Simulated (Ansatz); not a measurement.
# GaSiH₅: functionals against CCSD(T) at one geometry

Aim: energy, forces and dipole at a displaced guess of a reacting structure, from CCSD(T) and from density functionals.

Computed with Ansatz 0.2.0, Gaussian basis. Level: single points in def2-TZVPP.

Cores are frozen in the correlated methods. Filled d shells of the heavier atoms are correlated. B3LYP uses VWN-RPA correlation.

## 1. Where the work starts

7 atoms, charge 0, spin multiplicity 1.

Atoms are counted from 1 here; the program's logs count them from 0.

Bond lengths: Ga1–Si2 2.746 Å, Ga1–H4 1.915 Å, Si2–H5 1.511 Å, Si2–H6 1.462 Å, Si2–H7 1.461 Å. Angles: Si2–Ga1–H4 99.1°, Ga1–Si2–H5 86.4°, Ga1–Si2–H6 88.5°, Ga1–Si2–H7 153.6°, H5–Si2–H6 107.9°, H5–Si2–H7 106.8°, H6–Si2–H7 108.1°.

As a file:

```csv
atom,x (Å),y (Å),z (Å)
Ga1,-0.9959,-0.5942,1.5487
Si2,0.6927,0.4258,-0.3609
H3,-0.8600,-0.5575,-0.4817
H4,-2.3152,-1.3732,0.4003
H5,1.8072,-0.2576,0.3964
H6,0.4943,1.7491,0.2271
H7,1.1618,0.6034,-1.7327
```

## 2. CCSD(T)/def2-TZVPP

Input file run/in.yaml:

```yaml
crystal:
  periodic: [false, false, false]
  atoms:
    - {symbol: Ga, position_ang: [-0.995900, -0.594200, 1.548700]}
    - {symbol: Si, position_ang: [0.692700, 0.425800, -0.360900]}
    - {symbol: H, position_ang: [-0.860000, -0.557500, -0.481700]}
    - {symbol: H, position_ang: [-2.315200, -1.373200, 0.400300]}
    - {symbol: H, position_ang: [1.807200, -0.257600, 0.396400]}
    - {symbol: H, position_ang: [0.494300, 1.749100, 0.227100]}
    - {symbol: H, position_ang: [1.161800, 0.603400, -1.732700]}
basis:
  gaussian: {orbitals: def2-TZVPP}
correlation: {method: ccsd_t}
output: {forces: true}
```

No record of the launch command was kept for these runs.

## 3. PBE0-D4/def2-TZVPP

run/in.yaml, as its differences from that of step 2:

```diff
@@ -12,3 +12,3 @@
   gaussian: {orbitals: def2-TZVPP}
-correlation: {method: ccsd_t}
-output: {forces: true}
+hamiltonian: {xc: pbe0, dispersion: d4}
+output: {forces: true, orbitals: {seedname: orbitals}}
```

## 4. wB97M-V/def2-TZVPP

run/in.yaml, as its differences from that of step 3:

```diff
@@ -12,3 +12,3 @@
   gaussian: {orbitals: def2-TZVPP}
-hamiltonian: {xc: pbe0, dispersion: d4}
-output: {forces: true, orbitals: {seedname: orbitals}}
+hamiltonian: {xc: {name: wB97M-V}}
+output: {forces: true}
```

## 5. r2SCAN-D4/def2-TZVPP

run/in.yaml, as its differences from that of step 4:

```diff
@@ -12,3 +12,3 @@
   gaussian: {orbitals: def2-TZVPP}
-hamiltonian: {xc: {name: wB97M-V}}
+hamiltonian: {xc: r2scan, dispersion: d4}
 output: {forces: true}
```

## 6. PBE-D4/def2-TZVPP

run/in.yaml, as its differences from that of step 5:

```diff
@@ -12,3 +12,3 @@
   gaussian: {orbitals: def2-TZVPP}
-hamiltonian: {xc: r2scan, dispersion: d4}
+hamiltonian: {xc: pbe, dispersion: d4}
 output: {forces: true}
```

## 7. B3LYP-D4/def2-TZVPP

run/in.yaml, as its differences from that of step 6:

```diff
@@ -12,3 +12,3 @@
   gaussian: {orbitals: def2-TZVPP}
-hamiltonian: {xc: pbe, dispersion: d4}
+hamiltonian: {xc: {name: B3LYP}, dispersion: d4}
 output: {forces: true}
```

## 8. SPW92/def2-TZVPP

run/in.yaml, as its differences from that of step 7:

```diff
@@ -12,3 +12,3 @@
   gaussian: {orbitals: def2-TZVPP}
-hamiltonian: {xc: {name: B3LYP}, dispersion: d4}
+hamiltonian: {xc: lda}
 output: {forces: true}
```

(Steps that only read results are left out.)

Before running it: what results should come out? Wanted: energy less free atoms, CCSD(T)/def2-TZVPP; RMS force component; RMS force error; HOMO and LUMO, PBE0-D4; T1 diagnostic.

The runs gave:

| quantity | value |
| --- | --- |
| energy less free atoms, CCSD(T)/def2-TZVPP | -366.5 kcal/mol |
| RMS force component | 0.624 to 0.761 eV/Å over the methods |
| RMS force error | PBE0-D4 0.118, wB97M-V 0.040, r2SCAN-D4 0.124, PBE-D4 0.229, B3LYP-D4 0.185, SPW92 0.239 eV/Å |
| HOMO and LUMO, PBE0-D4 | -6.26 and -1.81 eV |
| T1 diagnostic | 0.016 |

Against CCSD(T) the functionals' energies less atoms differ by -53.0 to -1.3 kcal/mol, PBE-D4 by -5.0 kcal/mol. CCSD(T) in triple zeta still lacks some correlation energy of the bonds, so part of these gaps is its own basis error and they don't rank the functionals. On forces the order runs from wB97M-V to SPW92. Frozen-core CCSD(T) forces in triple zeta carry basis errors of their own, and this is one geometry, so small gaps rank nothing.
